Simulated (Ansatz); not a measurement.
# GeHBr (triplet): from Hartree-Fock to the top rungs, cc-pVTZ

An exercise on one series of results from a longer session: the logs are not shown, and one member is left open.

Method: cc-pVTZ, core rule «outside noble gas», up to 28 orbitals frozen; program: Ansatz 0.2.0, Gaussian basis.

The runs, in order: UHF; CCSD(T) on ROHF; CCSD(T) on UHF; BCCD(T) on ROHF; CCSDT(Q) on ROHF; CCSDT(Q) on UHF; CASSCF and MRCISD+Q, 12 electrons in 9 orbitals; CASSCF and NEVPT2, 12 electrons in 9 orbitals.

8 further runs of the same task are left out: 2 for a known fault of the program, 6 set aside as unsound or not needed.

### The system

The geometry is a PBE0/def2-TZVP stationary point (not a proven minimum). No spin-orbit coupling is included. The filled d shell of Ge, Br may be among the frozen orbitals whatever the setting's name suggests; the logs give the count.

3 atoms, charge 0, spin multiplicity 3.

Atoms are counted from 1 here; the program's logs count them from 0.

Bond lengths: Ge1–Br2 2.300 Å, Ge1–H3 1.556 Å. Angles: Br2–Ge1–H3 115.8°.

Coordinates:

```xyz
3
BrGeH
Ge    0.00000   -0.48226    0.52708
Br    0.00000   -0.41605   -1.77180
H     0.00000    0.89831    1.24472
```

Set-up of the first run:

in.yaml

```yaml
crystal:
  periodic: [false, false, false]
  atoms:
    - {symbol: Ge, position_ang: [0.000000, -0.482260, 0.527082]}
    - {symbol: Br, position_ang: [0.000000, -0.416051, -1.771802]}
    - {symbol: H, position_ang: [0.000000, 0.898312, 1.244719]}
basis:
  gaussian: {orbitals: cc-pVTZ}
magnetization: {spin_polarized: true, initial_magnetization: 2}
hamiltonian: {xc: hf}
output: {orbitals: {seedname: orbitals}}
```

Launch:

```console
$ ansatz run in.yaml --threads 1 --pin off --events-out ev --progress --plain --max-ram 4096MiB --backend cpu
```

Among the steps run: UHF; CCSD(T) on ROHF; CCSD(T) on UHF; BCCD(T) on ROHF; CCSDT(Q) on ROHF; CCSDT(Q) on UHF; CASSCF and MRCISD+Q, 12 electrons in 9 orbitals; CASSCF and NEVPT2, 12 electrons in 9 orbitals.

One of the session's tables, all rows but one given; the rest of the session is left out.

```
          method  from UCCSDT(Q) (kcal/mol)
            ROHF                    +174.50
             UHF                    +172.51
            RMP2                     +25.88
            UMP2                     +25.47
           RCCSD                          ?
           UCCSD                      +7.72
        RCCSD(T)                      +1.28
        UCCSD(T)                      +1.00
         BCCD(T)                      +1.25
          RCCSDT                      +0.60
          UCCSDT                      +0.31
       RCCSDT(Q)                      +0.31
       UCCSDT(Q)                          0
  CASSCF valence                    +153.63
  NEVPT2 valence                     +35.75
  MRCISD valence                     +16.55
MRCISD+Q valence                      +3.28
```

Q: Estimate the row for RCCSD from the others.

As computed: from UCCSDT(Q) (kcal/mol): +8.05. In the column «from UCCSDT(Q) (kcal/mol)» it lies between UCCSD (+7.72) and MRCISD valence (+16.55).

With the free atoms at the same levels and basis (separate runs), the atomisation energy is 4.824 eV at UCCSDT(Q), 4.814 eV at RCCSD(T), 4.813 eV at UCCSD(T), 3.633 eV at ROHF.

Caveats from the session: Restricted and unrestricted rows rest on different reference determinants; where their highest levels disagree by more than a few hundredths of an eV, they describe different states and don't form one ladder.
